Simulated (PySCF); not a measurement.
# C2H9BrOSi3: the cost of one run

Programs: PySCF 2.14.0, with density-fitted response routines of our own. Each step states its level of theory. These are calculated values for one molecule in the gas phase, unless marked as measured. Atoms are numbered from 0 throughout.

### 1 Starting geometry

16 atoms, charge 0, multiplicity 1; geometry from: GFN2-xTB.

Bonds of the start (Å): C0–C1 1.32, C1–Si2 1.89, Si2–Br3 2.25, Si2–Si4 2.30, Si4–O5 1.62, O5–Si6 1.62, C0–H7 1.08, C0–H8 1.08, C1–H9 1.09, Si2–H10 1.47, Si4–H11 1.47, Si4–H12 1.47, Si6–H13 1.46, Si6–H14 1.46, Si6–H15 1.46.

### 2 Ultraviolet spectrum: CAM-B3LYP/def2-SVPD

What the job is given:

```
{"job": {"kind": "uv", "xc": "CAM-B3LYP", "basis": "def2-SVPD", "nstates": 8, "ntriplets": 3}, "charge": 0, "multiplicity": 1}
C      1.797258     1.406314     0.088420
C      2.304770     0.190295    -0.045448
Si     1.275963    -1.380570     0.149889
Br     2.443971    -2.923370    -1.004245
Si    -0.871613    -1.314179    -0.673314
O     -1.497026    -0.069182     0.157442
Si    -2.514701     1.147950     0.492200
H      0.754558     1.565928     0.316366
H      2.393853     2.299228    -0.021347
H      3.358961     0.088502    -0.281339
H      1.477463    -1.863098     1.525774
H     -1.687394    -2.491275    -0.361363
H     -0.984966    -1.021656    -2.105416
H     -1.915658     2.338637    -0.107269
H     -2.528425     1.194399     1.950396
H     -3.814613     0.841021    -0.092159
```

Method: TDDFT CAM-B3LYP/def2-SVPD, vertical, gas phase, core orbitals frozen in the response.

On the command line:

```bash
> OMP_NUM_THREADS=1 python probes_run.py task.json out
```

One launch serves the whole session: the jobs run in the order shown.

Q: Estimate the wall time and peak memory of this job on 1 thread of Arm Neoverse N1, shared host.

About 2.5 min, with a peak of 1.2 GiB.
